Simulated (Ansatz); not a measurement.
# HfSi+ (sextet): from Hartree-Fock to the top rungs at distance Hf1–Si2 = 2.516 Å, def2-SVP

An exercise on one series of results from a longer session: the logs are not shown, and one member is left open.

The runs use Ansatz 0.2.0, Gaussian basis; def2-SVP, core rule «outside noble gas», up to 9 orbitals frozen.

The runs, in order: UHF; CCSD(T) on ROHF; CCSD(T) on UHF; CISD as a restricted active space (open shells left free, so some higher excitations enter); CCSDT(Q) on ROHF; CCSDT(Q) on UHF; CASSCF and MRCISD+Q, 7 electrons in 7 orbitals; CASSCF and NEVPT2, 7 electrons in 7 orbitals.

34 further runs of the same task are left out: 20 for a known fault of the program, 14 that didn't finish. Runs told in other sessions of the task aren't counted.

**The system**

The geometry derives from a PBE0/def2-TZVP stationary point (not a proven minimum). One bond is set to the value named and the two fragments are kept rigid. No spin-orbit coupling is included. Elements past krypton take def2 core potentials.

2 atoms, charge 1, spin multiplicity 6.

Atoms are counted from 1 here; the program's logs count them from 0.

Bond lengths: Hf1–Si2 2.516 Å.

Set-up of the first run:

Input file in.yaml:

```yaml
crystal:
  periodic: [false, false, false]
  atoms:
    - {symbol: Hf, position_ang: [0.000000, 0.000000, 0.000000]}
    - {symbol: Si, position_ang: [0.000000, 0.000000, 2.515600]}
basis:
  gaussian: {orbitals: def2-SVP}
total_charge: 1
magnetization: {spin_polarized: true, initial_magnetization: 5}
hamiltonian: {xc: hf}
output: {orbitals: {seedname: orbitals}}
```

Run with:

```console
$ ansatz run in.yaml --threads 1 --pin off --events-out ev --progress --plain --max-ram 4096MiB --backend cpu
```

Among the steps run: UHF; CCSD(T) on ROHF; CCSD(T) on UHF; CISD as a restricted active space (open shells left free, so some higher excitations enter); CCSDT(Q) on ROHF; CCSDT(Q) on UHF; CASSCF and MRCISD+Q, 7 electrons in 7 orbitals; CASSCF and NEVPT2, 7 electrons in 7 orbitals.

One table of the session follows, with a row left open; its other results are not shown here.

| method | from RCCSDT(Q) (meV) |
| --- | --- |
| ROHF | +2988.4 |
| UHF | +2893.2 |
| RMP2 | +734.4 |
| UMP2 | +690.3 |
| RCCSD | +191.8 |
| UCCSD | +124.3 |
| RCCSD(T) | ? |
| UCCSD(T) | -21.1 |
| RCCSDT | +7.9 |
| UCCSDT | -57.1 |
| RCCSDT(Q) | 0 |
| UCCSDT(Q) | -67.2 |
| CASSCF pair | +2639.7 |
| NEVPT2 pair | +841.2 |
| MRCISD pair | +254.3 |
| MRCISD+Q pair | +39.8 |

Q: Estimate the row for RCCSD(T) from the others.

**Answer.** from RCCSDT(Q) (meV): +43.2. In the column «from RCCSDT(Q) (meV)» it lies between MRCISD+Q pair (+39.8) and UCCSD (+124.3).

Not comparable, so not listed: CISD as a restricted active space (open shells left free, so some higher excitations enter) (they don't share determinant, frozen orbitals or solution with the rows shown, or repeat one).

Caveats from the session: Restricted and unrestricted rows rest on different reference determinants; a gap between their highest levels can come from leftover correlation error, from unlike frozen cores or from another state.
